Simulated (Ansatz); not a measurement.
# C₂H₉FSi₂: one species, many methods

The task here is to estimate one member of a computed series from the others.

Method: functionals in def2-TZVPP, the program's frozen cores in correlated methods; program: Ansatz 0.2.0, Gaussian basis.

The runs, in order: PBE-D4, r2SCAN-D4, PBE0-D4, B3LYP-D4, ωB97X-V, ωB97M-V, B2PLYP; CCSD(T)/def2-TZVPP; MP2/def2-QZVPP; extrapolation to the limit.

### Structure used throughout

An earlier PBE0-D4 in a triple-zeta def2 set relaxation fixed the geometry.

SMILES `C[SiH2]C[SiH2]F`, 14 atoms, charge 0, spin multiplicity 1.

Atoms are counted from 1 here; the program's logs count them from 0.

Bond lengths: C1–Si2 1.867 Å, C1–H6 1.092 Å, C1–H7 1.093 Å, C1–H8 1.092 Å, Si2–C3 1.881 Å, Si2–H9 1.490 Å, Si2–H10 1.491 Å, C3–Si4 1.851 Å, C3–H11 1.097 Å, C3–H12 1.096 Å, Si4–F5 1.607 Å, Si4–H13 1.484 Å, Si4–H14 1.485 Å. Angles: Si2–C1–H6 110.8°, Si2–C1–H7 110.8°, Si2–C1–H8 110.7°, H6–C1–H7 107.9°, H6–C1–H8 108.5°, H7–C1–H8 108.1°, C1–Si2–C3 111.4°, C1–Si2–H9 110.1°, C1–Si2–H10 110.3°, C3–Si2–H9 108.9°, C3–Si2–H10 108.5°, H9–Si2–H10 107.5°, Si2–C3–Si4 115.6°, Si2–C3–H11 108.3°, Si2–C3–H12 109.1°, Si4–C3–H11 106.9°, Si4–C3–H12 109.7°, H11–C3–H12 106.8° and more.

As a file:

```
C    -1.5156    1.2501    0.5564
Si   -0.0190    0.3440    1.2072
C     0.4173   -1.1308    0.1237
Si    1.1192   -0.7210   -1.5391
F     0.1512    0.3200   -2.2893
H    -1.7543    2.1080    1.1892
H    -2.3888    0.5930    0.5366
H    -1.3381    1.6084   -0.4598
H    -0.2746   -0.1352    2.5952
H     1.1571    1.2587    1.2579
H     1.1696   -1.7330    0.6487
H    -0.4689   -1.7639    0.0051
H     2.4469   -0.0708   -1.4066
H     1.2244   -1.9135   -2.4177
```

The first run:

Contents of in.yaml:

```yaml
crystal:
  periodic: [false, false, false]
  atoms:
    - {symbol: C, position_ang: [-1.515636, 1.250100, 0.556381]}
    - {symbol: Si, position_ang: [-0.018953, 0.343966, 1.207194]}
    - {symbol: C, position_ang: [0.417271, -1.130834, 0.123698]}
    - {symbol: Si, position_ang: [1.119179, -0.720989, -1.539057]}
    - {symbol: F, position_ang: [0.151200, 0.319967, -2.289270]}
    - {symbol: H, position_ang: [-1.754301, 2.107960, 1.189160]}
    - {symbol: H, position_ang: [-2.388773, 0.593004, 0.536574]}
    - {symbol: H, position_ang: [-1.338147, 1.608413, -0.459767]}
    - {symbol: H, position_ang: [-0.274610, -0.135201, 2.595174]}
    - {symbol: H, position_ang: [1.157074, 1.258707, 1.257871]}
    - {symbol: H, position_ang: [1.169625, -1.733010, 0.648688]}
    - {symbol: H, position_ang: [-0.468927, -1.763914, 0.005067]}
    - {symbol: H, position_ang: [2.446889, -0.070787, -1.406578]}
    - {symbol: H, position_ang: [1.224410, -1.913482, -2.417733]}
basis:
  gaussian: {orbitals: def2-TZVPP}
hamiltonian: {xc: pbe, dispersion: d4}
output: {forces: true, orbitals: {seedname: orbitals}}
```

Command:

```console
$ ansatz run in.yaml --threads 4 --pin off --events-out ev --progress --plain --max-ram 10444MiB
```

Steps of the session up to this table: PBE-D4 (GGA); r2SCAN-D4 (meta-GGA); PBE0-D4 (hybrid); B3LYP-D4 (hybrid); ωB97X-V (range-separated); ωB97M-V (range-separated); B2PLYP (double hybrid); CCSD(T) in def2-TZVPP; MP2 in def2-QZVPP.

One of the session's tables, all rows but one given; the rest of the session is left out.

| method | atomisation energy (eV) |
| --- | --- |
| PBE-D4 | 52.239 |
| r2SCAN-D4 | ? |
| PBE0-D4 | 51.899 |
| B3LYP-D4 | 52.119 |
| ωB97X-V | 52.418 |
| ωB97M-V | 52.317 |
| B2PLYP | 51.593 |
| HF/def2-TZVPP | 40.110 |
| MP2/def2-TZVPP | 51.398 |
| CCSD/def2-TZVPP | 50.563 |
| CCSD(T)/def2-TZVPP | 51.072 |
| MP2/CBS | 52.623 |
| CCSD(T)/CBS | 52.296 |

Q: Estimate the row for r2SCAN-D4 from the others.

As computed: atomisation energy (eV): 52.228. In the column «atomisation energy (eV)» it lies between B3LYP-D4 (52.119) and PBE-D4 (52.239).

Limits of these values: Free atoms (2 C, 2 Si, 1 F, 9 H) were run apart at each level; the atomisation energy is their sum less the molecule, without zero-point or spin-orbit terms.
